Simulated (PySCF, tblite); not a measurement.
# C₄H₉ClO₂Si: geometry, infrared bands and NMR shifts

Wanted: the infrared bands and NMR shifts of C₄H₉ClO₂Si (`CC(C)OC(=O)[SiH2]Cl`), by calculation.

The runs use tblite 0.8.0 and PySCF 2.14.0, with density-fitted response routines of our own; the level of theory stands in each step. All values are computed, except where a source is named. Atoms are numbered from 0 throughout.

### Step 1. Starting geometry

17 atoms, charge 0, multiplicity 1; geometry from: force field or distance geometry start.

Bonds of the start (Å): C0–C1 1.51, C1–C2 1.53, C1–O3 1.45, O3–C4 1.38, C4–O5 1.22, C4–Si6 1.90, Si6–Cl7 2.06, C0–H8 1.09, C0–H9 1.09, C0–H10 1.10, C1–H11 1.11, C2–H12 1.10, C2–H13 1.10, C2–H14 1.08, Si6–H15 1.48, Si6–H16 1.49.

### Step 2. Geometry optimisation with GFN2-xTB

What the job is given:

```
{"job": {"kind": "relax", "xc": "GFN2-xTB", "basis": "xTB"}, "charge": 0, "multiplicity": 1}
C     -2.046000     0.209400    -0.994900
C     -1.065700    -0.217400     0.066600
C     -1.274500     0.552700     1.371300
O      0.258100     0.063500    -0.440200
C      1.278200    -0.683000     0.104000
O      1.147600    -1.560800     0.937500
Si     3.026400    -0.313300    -0.538300
Cl     3.527400     1.656300    -0.189700
H     -1.935800     1.273200    -1.227600
H     -1.878200    -0.336800    -1.920800
H     -3.089000     0.028600    -0.678800
H     -1.188900    -1.300700     0.252300
H     -1.129600     1.630300     1.221200
H     -2.292700     0.403200     1.749700
H     -0.575900     0.252700     2.141700
H      3.144300    -0.519800    -1.995000
H      4.087400    -1.126000     0.131100
```

Run with:

```bash
$ OMP_NUM_THREADS=1 python probes_run.py task.json out
```

The driver reads the jobs from task.json and runs them one after another.

**Question.** This job is followed by: GFN2-xTB harmonic vibrations, gas phase; GIAO PBE0/pcSseg-1 NMR shielding, non-relativistic, gas phase. What will the session give for the following? strongest single infrared mode (GFN2-xTB); zero-point energy (GFN2-xTB); 13C shifts against TMS (PBE0/pcSseg-1, means over atoms taken as alike); 1H shifts against TMS (PBE0/pcSseg-1, means over atoms taken as alike); 17O shifts against H2O (PBE0/pcSseg-1); 29Si shifts against TMS (PBE0/pcSseg-1); 35Cl shifts against HCl (PBE0/pcSseg-1).

**Answer**, as computed:

| quantity | value |
| --- | --- |
| strongest single infrared mode (GFN2-xTB) | 699 cm⁻¹, 401 km/mol |
| zero-point energy (GFN2-xTB) | 77.6 kcal/mol |
| 13C shifts against TMS (PBE0/pcSseg-1, means over atoms taken as alike) | 184.4, 69.3, 23.6 ppm |
| 1H shifts against TMS (PBE0/pcSseg-1, means over atoms taken as alike) | 5.30, 5.04, 1.34 ppm |
| 17O shifts against H2O (PBE0/pcSseg-1) | 508.2, 272.7 ppm |
| 29Si shifts against TMS (PBE0/pcSseg-1) | -37.3 ppm |
| 35Cl shifts against HCl (PBE0/pcSseg-1) | -71 ppm |

The optimisation took 50 steps and gained 0.211 eV; among the close pairs (by a distance rule), Si6–Cl7 changed most, from 2.062 to 2.004 Å. No mode is imaginary among the 45: a minimum at this level. The strongest single mode, at 699 cm⁻¹, moves mainly H15 and H16. Unscaled tight-binding wavenumbers are off by several per cent, some by more. Its intensities can rank the bands wrongly. The most deshielded hydrogen is H11 (hydrogen on an sp3 CH bonded to O), at 5.30 ppm: its carbon carries O, an electronegative neighbour. At PBE0/pcSseg-1: The largest span, 814 ppm, is at O5, where the paramagnetic term is -576 ppm.
